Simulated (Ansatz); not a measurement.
# AlBH8OSi2: one species, many methods

The task here is to estimate one member of a computed series from the others.

The runs use Ansatz 0.2.0, Gaussian basis; functionals in def2-TZVPP, the program's frozen cores in correlated methods.

Plan: PBE-D4, r2SCAN-D4, PBE0-D4, B3LYP-D4, ωB97X-V, ωB97M-V, B2PLYP; CCSD(T)/def2-TZVPP; MP2/def2-QZVPP; extrapolation to the limit.

## The relaxed structure

An earlier PBE0-D4 in a triple-zeta def2 set relaxation fixed the geometry.

13 atoms, charge 0, spin multiplicity 1.

Atoms are counted from 1 here; the program's logs count them from 0.

Bond lengths: Al1–B2 2.173 Å, Al1–H6 1.596 Å, Al1–H7 1.596 Å, B2–Si3 2.034 Å, B2–O4 1.374 Å, Si3–H8 1.493 Å, Si3–H9 1.493 Å, Si3–H10 1.491 Å, O4–Si5 1.652 Å, Si5–H11 1.479 Å, Si5–H12 1.515 Å, Si5–H13 1.479 Å. Angles: B2–Al1–H6 121.0°, B2–Al1–H7 121.0°, H6–Al1–H7 117.9°, Al1–B2–Si3 126.9°, Al1–B2–O4 114.6°, Si3–B2–O4 118.6°, B2–Si3–H8 108.7°, B2–Si3–H9 108.7°, B2–Si3–H10 115.9°, H8–Si3–H9 106.4°, H8–Si3–H10 108.3°, H9–Si3–H10 108.3°, B2–O4–Si5 121.4°, O4–Si5–H11 110.5°, O4–Si5–H12 106.9°, O4–Si5–H13 110.5°, H11–Si5–H12 108.5°, H11–Si5–H13 111.8° and more.

Set-up of the first run:

Contents of in.yaml:

```yaml
crystal:
  periodic: [false, false, false]
  atoms:
    - {symbol: Al, position_ang: [-1.185301, 1.400591, -0.410600]}
    - {symbol: B, position_ang: [0.414772, 0.094229, 0.262664]}
    - {symbol: Si, position_ang: [2.059336, 0.630737, 1.332327]}
    - {symbol: O, position_ang: [0.262983, -1.224950, -0.092227]}
    - {symbol: Si, position_ang: [-1.045830, -1.736327, -0.960753]}
    - {symbol: H, position_ang: [-2.454864, 1.689495, 0.512045]}
    - {symbol: H, position_ang: [-1.095448, 2.156089, -1.813389]}
    - {symbol: H, position_ang: [2.802629, 1.680459, 0.574104]}
    - {symbol: H, position_ang: [1.614155, 1.266755, 2.607722]}
    - {symbol: H, position_ang: [3.009367, -0.469733, 1.663766]}
    - {symbol: H, position_ang: [-0.618595, -2.291580, -2.263183]}
    - {symbol: H, position_ang: [-1.907104, -0.516905, -1.216938]}
    - {symbol: H, position_ang: [-1.835597, -2.713564, -0.180738]}
basis:
  gaussian: {orbitals: def2-TZVPP}
hamiltonian: {xc: pbe, dispersion: d4}
output: {forces: true, orbitals: {seedname: orbitals}}
```

On the command line:

```console
> ansatz run in.yaml --threads 4 --pin off --events-out ev --progress --plain --max-ram 10444MiB
```

Among the steps run: PBE-D4 (GGA); r2SCAN-D4 (meta-GGA); PBE0-D4 (hybrid); B3LYP-D4 (hybrid); ωB97X-V (range-separated); ωB97M-V (range-separated); B2PLYP (double hybrid); CCSD(T) in def2-TZVPP; MP2 in def2-QZVPP.

One of the session's tables, all rows but one given; the rest of the session is left out.

```
            method  atomisation energy (kJ/mol)
            PBE-D4                       4006.0
         r2SCAN-D4                       4040.5
           PBE0-D4                       3980.2
          B3LYP-D4                            ?
           ωB97X-V                       4062.1
           ωB97M-V                       4037.3
            B2PLYP                       3972.0
     HF/def2-TZVPP                       3063.8
    MP2/def2-TZVPP                       3937.2
   CCSD/def2-TZVPP                       3887.1
CCSD(T)/def2-TZVPP                       3930.0
           MP2/CBS                       4039.1
       CCSD(T)/CBS                       4031.9
```

Q: Estimate the row for B3LYP-D4 from the others.

**Answer.** atomisation energy (kJ/mol): 4027.3. In the column «atomisation energy (kJ/mol)» it lies between PBE-D4 (4006.0) and CCSD(T)/CBS (4031.9).

Limits of these values: Free atoms (1 Al, 1 B, 2 Si, 1 O, 8 H) were run apart at each level; the atomisation energy is their sum less the molecule, without zero-point or spin-orbit terms.
